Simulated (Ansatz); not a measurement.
**H4InNO: small, medium and large basis sets**

Aim: see how fast density functionals converge with the basis set for H4InNO.

Method: one geometry, several basis sets; program: Ansatz 0.2.0, Gaussian basis.

The runs, in order: PBE0-D4/def2-SVP; ωB97M-V/def2-SVP; PBE0-D4/def2-QZVPP; ωB97M-V/def2-QZVPP; the functionals' def2-TZVPP values are taken from earlier runs.

## (1) The geometry

All runs share one geometry, relaxed beforehand with PBE0-D4 in a triple-zeta def2 set. In takes the def2 core potential; no spin-orbit term is included.

SMILES `[NH2][InH][OH]`, 7 atoms, charge 0, spin multiplicity 1.

Atoms are counted from 1 here; the program's logs count them from 0.

Bond lengths: N1–In2 2.003 Å, N1–H4 1.009 Å, N1–H5 1.007 Å, In2–O3 1.990 Å, In2–H6 1.701 Å, O3–H7 0.959 Å. Angles: In2–N1–H4 117.7°, In2–N1–H5 120.9°, H4–N1–H5 110.5°, N1–In2–O3 107.5°, N1–In2–H6 129.7°, O3–In2–H6 122.6°, In2–O3–H7 113.7°.

## (2) PBE0-D4 in def2-SVP

Input file in.yaml:

```yaml
crystal:
  periodic: [false, false, false]
  atoms:
    - {symbol: N, position_ang: [-1.098783, 0.471839, -0.928735]}
    - {symbol: In, position_ang: [0.284198, 0.305679, 0.510005]}
    - {symbol: O, position_ang: [1.322556, -1.354188, 0.151499]}
    - {symbol: H, position_ang: [-1.323511, -0.354586, -1.461461]}
    - {symbol: H, position_ang: [-1.921445, 1.036919, -0.791943]}
    - {symbol: H, position_ang: [0.678590, 1.380110, 1.768491]}
    - {symbol: H, position_ang: [2.058395, -1.485764, 0.752145]}
basis:
  gaussian: {orbitals: def2-SVP}
hamiltonian: {xc: pbe0, dispersion: d4}
output: {orbitals: {seedname: orbitals}}
```

Command:

```console
$ ansatz run in.yaml --threads 2 --pin off --events-out ev --progress --plain --max-ram 22528MiB --backend cpu
```

After this run come: ωB97M-V in def2-SVP; PBE0-D4 in def2-QZVPP; ωB97M-V in def2-QZVPP.

**Question.** What will the summary of the whole plan be? Wanted: PBE0-D4: double and triple zeta above quadruple; ωB97M-V: double and triple zeta above quadruple.

As calculated:

```
                                       quantity          value
PBE0-D4: double and triple zeta above quadruple  5.29, 0.30 eV
ωB97M-V: double and triple zeta above quadruple  5.44, 0.29 eV
```

PBE0-D4 gains 4.99 eV from double to triple zeta, then 0.30 eV more. Total energies overstate the basis error of differences, where much of it tends to cancel. The LUMO of ωB97M-V is positive and keeps falling with the basis (1.04 to 0.41 eV): an unbound level that the basis holds in place.
